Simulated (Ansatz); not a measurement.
# AlClH4O2Si: the cost of one run

Method: RKS BLYP/6-31G, in Ansatz 0.2.0.

## (1) The starting structure

Bond lengths: Al1–Cl2 2.230 Å, Al1–O3 1.780 Å, O3–Si4 1.680 Å, Si4–H5 1.460 Å, Si4–H6 1.460 Å, Si4–H7 1.460 Å, Al1–O8 1.780 Å, O8–H9 1.010 Å. Angles: Cl2–Al1–O3 120.0°, Cl2–Al1–O8 120.0°, O3–Al1–O8 120.0°, Al1–O3–Si4 125.0°, O3–Si4–H5 109.5°, O3–Si4–H6 109.5°, O3–Si4–H7 109.5°, H5–Si4–H6 109.4°, H5–Si4–H7 109.4°, H6–Si4–H7 109.4°, Al1–O8–H9 109.5°.

Structure file:

```xyz
9

Al    0.0000    0.0000    0.0000
Cl    0.0000    0.0000    2.2300
O     1.5415    0.0000   -0.8900
Si    2.3874   -1.3760   -1.3520
H     1.4599   -2.3514   -1.9176
H     3.3882   -1.0195   -2.3535
H     3.0504   -1.9546   -0.1870
O    -1.5415    0.0000   -0.8900
H    -2.0512   -0.8467   -0.6815
```

## (2) Preparing the start

Input file input.yaml:

```yaml
crystal:
  periodic: [false, false, false]
  atoms:
    - { symbol: Al, position_ang: [0.0, 0.0, 0.0] }
    - { symbol: Cl, position_ang: [0.0, 0.0, 2.23] }
    - { symbol: O, position_ang: [1.5415, 0.0, -0.89] }
    - { symbol: Si, position_ang: [2.3874, -1.376, -1.352] }
    - { symbol: H, position_ang: [1.4599, -2.3514, -1.9176] }
    - { symbol: H, position_ang: [3.3882, -1.0195, -2.3535] }
    - { symbol: H, position_ang: [3.0504, -1.9546, -0.187] }
    - { symbol: O, position_ang: [-1.5415, 0.0, -0.89] }
    - { symbol: H, position_ang: [-2.0512, -0.8467, -0.6815] }
basis:
  gaussian: { orbitals: "6-31G" }
hamiltonian:
  xc: blyp
relax:
  f_tol: 0.02
  max_steps: 40
output:
  orbitals: {}
```

Run with:

```sh
$ ansatz run input.yaml --threads 1 --pin off --max-ram 2048MiB --backend cpu --events-out ev --progress --plain --runs-dir out
```

What time and memory should one allow on 1 thread of Arm Neoverse V2, shared host?

About 35 s, with a peak of 0.15 GiB.
